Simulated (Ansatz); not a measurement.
# Ge16As9: the cost of one run

All numbers below are computed with Ansatz 0.2.0 (DFT PBE, scalar-relativistic, plane waves, PAW).

**1. The structure to begin with**

The cell holds 25 atoms (As9Ge16): a = 8.697 Å, b = 8.349 Å, c = 8.761 Å, α = 86.87°, β = 83.70°, γ = 85.92°.

16 Ge, 9 As were thrown into a skewed cell at random, at 1.05 times a reference volume of the solid, and pushed apart as soft spheres.

Coordinates:

```
Ge As
1.0
     8.67885    0.29687    0.47569
     0.29687    8.34020    0.22574
     0.47569    0.22574    8.74562
Ge As
16 9
Direct
  0.58639 0.86274 0.57494
  0.67828 0.45471 0.62685
  0.17660 0.36298 0.78176
  0.65710 0.93268 0.16559
  0.88583 0.11575 0.19088
  0.11496 0.78960 0.32756
  0.72729 0.09203 0.93473
  0.82977 0.49323 0.36444
  0.42756 0.25768 0.67661
  0.02888 0.39138 0.08779
  0.88691 0.32950 0.86336
  0.60597 0.68378 0.95241
  0.37768 0.00358 0.29106
  0.92650 0.16412 0.61506
  0.89703 0.67920 0.81493
  0.45901 0.61264 0.49848
  0.57114 0.37285 0.28307
  0.24662 0.47080 0.37093
  0.17073 0.16981 0.43062
  0.06369 0.81041 0.61072
  0.23886 0.03535 0.68566
  0.06993 0.71918 0.07610
  0.00111 0.44033 0.55951
  0.36347 0.37913 0.99457
  0.42506 0.70396 0.76285
```

**2. Dynamics at 3000 K**

The cutoff is lowered while the worst contacts of the packing are taken out. One k point, a Fermi-Dirac width of 0.259 eV and a fixed cell.

Contents of input.yaml:

```yaml
crystal:
  lattice:
    - [8.678848, 0.296872, 0.475692]
    - [0.296872, 8.340197, 0.225744]
    - [0.475692, 0.225744, 8.745615]
  atoms:
    - { symbol: Ge, position: [0.5863881384, 0.8627418417, 0.5749440471] }
    - { symbol: Ge, position: [0.678277635, 0.4547146621, 0.6268495682] }
    - { symbol: Ge, position: [0.1766007826, 0.3629808953, 0.7817587767] }
    - { symbol: Ge, position: [0.6571005937, 0.9326782311, 0.1655940522] }
    - { symbol: Ge, position: [0.8858272565, 0.115748024, 0.1908784305] }
    - { symbol: Ge, position: [0.1149585161, 0.7896034156, 0.3275562636] }
    - { symbol: Ge, position: [0.7272904466, 0.0920263809, 0.9347333469] }
    - { symbol: Ge, position: [0.8297715364, 0.4932292718, 0.3644356437] }
    - { symbol: Ge, position: [0.4275585886, 0.2576760435, 0.6766129695] }
    - { symbol: Ge, position: [0.0288828929, 0.3913782518, 0.0877869201] }
    - { symbol: Ge, position: [0.8869056316, 0.3294981029, 0.8633622526] }
    - { symbol: Ge, position: [0.6059744254, 0.6837794084, 0.9524050786] }
    - { symbol: Ge, position: [0.3776814885, 0.0035770112, 0.2910614602] }
    - { symbol: Ge, position: [0.9264978628, 0.1641208497, 0.6150581824] }
    - { symbol: Ge, position: [0.8970328392, 0.6792032938, 0.8149317589] }
    - { symbol: Ge, position: [0.4590071766, 0.6126385859, 0.4984835429] }
    - { symbol: As, position: [0.5711387068, 0.372850079, 0.2830736438] }
    - { symbol: As, position: [0.2466166961, 0.4708007044, 0.370933655] }
    - { symbol: As, position: [0.1707286054, 0.1698142179, 0.4306194346] }
    - { symbol: As, position: [0.0636922862, 0.8104125241, 0.6107224848] }
    - { symbol: As, position: [0.2388552525, 0.0353491734, 0.6856633966] }
    - { symbol: As, position: [0.0699349852, 0.7191806727, 0.0761008632] }
    - { symbol: As, position: [0.0011059904, 0.4403307626, 0.5595104501] }
    - { symbol: As, position: [0.3634690196, 0.3791320459, 0.9945744085] }
    - { symbol: As, position: [0.4250612615, 0.703955173, 0.7628520307] }
  symmetry: { detect: false }
basis:
  ecutwfc: 320
  xc_grid: 1
kpoints:
  mp_grid: { grid: [1, 1, 1], shift: [0.25, 0.25, 0.25] }
hamiltonian:
  xc: pbe
scf:
  occupations: { method: fermi_dirac, width: 0.2585 }
  lower_state_search: "off"
  convergence: { dr2_threshold: 1.0e-05 }
output:
  forces: true
  stress: true
md:
  timestep: 3.0
  n_steps: 24
  ensemble: nvt_langevin
  friction: 0.03
  temperature: 3000.0
  initial_velocities: maxwell_boltzmann
  seed: 84459
```

Started as:

```bash
$ ansatz run input.yaml --threads 2 --pin off --max-ram 5120MiB --backend cpu --events-out ev --progress --plain --runs-dir out
```

Q: Estimate wall time and peak memory on 2 threads of Arm Neoverse V2, shared host.

About 2.3 min, with a peak of 0.82 GiB.
